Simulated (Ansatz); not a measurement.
# Al3GaSb4: the cost of one run

Program: Ansatz 0.2.0. Level of theory: DFT PBE, scalar-relativistic, plane waves, PAW. These are calculated values, not measurements.

## 1. The system as given

It takes space group P-4m2 (No. 115, tetragonal). Conventional cell: a = 4.405 Å, b = 4.405 Å, c = 12.413 Å, α = 90.00°, β = 90.00°, γ = 90.00°. Al (site symmetry 2mm) has 4 Sb at 2.69 to 2.70 Å in its first shell of neighbours. Al (site symmetry -4m2) is surrounded by 4 Sb at 2.70 Å. Around Ga (site symmetry -4m2) lie 4 Sb at 2.69 Å. Sb (site symmetry 2mm) has 4 Al at 2.70 Å in its first shell of neighbours. Sb (site symmetry 2mm) has 2 Ga at 2.69 Å and 2 Al at 2.69 Å in its first shell of neighbours.

Structure file:

```cif
data_structure
_symmetry_space_group_name_H-M 'P 1'
_symmetry_Int_Tables_number 1
_cell_length_a 4.4054
_cell_length_b 4.4054
_cell_length_c 12.4130
_cell_angle_alpha 90.000
_cell_angle_beta 90.000
_cell_angle_gamma 90.000
_cell_volume 240.91
loop_
_atom_site_label
_atom_site_type_symbol
_atom_site_fract_x
_atom_site_fract_y
_atom_site_fract_z
_atom_site_occupancy
Al1 Al 0.50000 0.50000 0.24949 1
Al2 Al 0.00000 0.00000 0.50000 1
Al3 Al 0.50000 0.50000 0.75051 1
Ga1 Ga 0.00000 0.00000 0.00000 1
Sb1 Sb 0.50000 0.00000 0.37474 1
Sb2 Sb 0.00000 0.50000 0.62526 1
Sb3 Sb 0.50000 0.00000 0.87528 1
Sb4 Sb 0.00000 0.50000 0.12472 1
```

The start is the relaxed end of an invented cell (made as: elements ordered on the sites of the GaSb type, Al/Ga on Ga (P-4m2, No. 115)), taken up again for a closer look.

## 2. Probe: one point on a coarse mesh

input.yaml reads:

```yaml
crystal:
  lattice:
    - [4.4053918, 0.0, 0.0]
    - [0.0, 4.4053918, 0.0]
    - [0.0, 0.0, 12.4130484]
  atoms:
    - { symbol: Al, position: [0.5, 0.5, 0.249494] }
    - { symbol: Al, position: [0.0, 0.0, 0.5] }
    - { symbol: Al, position: [0.5, 0.5, 0.750506] }
    - { symbol: Ga, position: [0.0, 0.0, 0.0] }
    - { symbol: Sb, position: [0.5, 0.0, 0.374743] }
    - { symbol: Sb, position: [0.0, 0.5, 0.625257] }
    - { symbol: Sb, position: [0.5, 0.0, 0.875277] }
    - { symbol: Sb, position: [0.0, 0.5, 0.124723] }
basis:
  ecutwfc: 420
kpoints:
  mp_grid: { grid: [4, 4, 2] }
hamiltonian:
  xc: pbe
scf:
  occupations: { method: gaussian, width: 0.1 }
  lower_state_search: "off"
output:
  forces: true
  stress: true
  eigenvalues: true
```

Started as:

```
ansatz run input.yaml --threads 4 --pin off --max-ram 8192MiB --backend cpu --events-out ev --progress --plain --runs-dir out
```

**Question.** How long does this run take on 4 threads of Arm Neoverse V1, shared host, and how much memory does it need?

About 3.1 s, with a peak of 0.66 GiB.
